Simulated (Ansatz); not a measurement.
**The indium atom: small, medium and large basis sets**

Aim: see how fast density functionals converge with the basis set for the indium atom.

The runs use Ansatz 0.2.0, Gaussian basis; one geometry, several basis sets.

Plan: PBE0/def2-SVP; ωB97M-V/def2-SVP; PBE0/def2-QZVPP; ωB97M-V/def2-QZVPP; the functionals' def2-TZVPP values are taken from earlier runs.

### 1 The atom

SMILES `[In]`, 1 atom, charge 0, spin multiplicity 2.

In takes the def2 core potential; no spin-orbit term is included.

### 2 PBE0 in def2-SVP

in.yaml reads:

```yaml
crystal:
  periodic: [false, false, false]
  atoms:
    - {symbol: In, position_ang: [0.000000, 0.000000, 0.000000]}
basis:
  gaussian: {orbitals: def2-SVP}
magnetization: {spin_polarized: true, initial_magnetization: 1}
hamiltonian: {xc: pbe0}
output: {orbitals: {seedname: orbitals}}
```

Further steps of the session: ωB97M-V in def2-SVP; PBE0 in def2-QZVPP; ωB97M-V in def2-QZVPP.

**Question.** What will the summary of the whole plan be? Wanted: PBE0: double and triple zeta above quadruple; ωB97M-V: double and triple zeta above quadruple.

**Answer**, as computed:

```
                                       quantity          value
   PBE0: double and triple zeta above quadruple  0.14, 0.02 eV
ωB97M-V: double and triple zeta above quadruple  0.16, 0.03 eV
```

In words: For PBE0 the step from double to triple zeta gains 0.12 eV and the next only 0.02 eV. These are total energies; as a rule much of such shifts cancels in differences, which this series doesn't test.
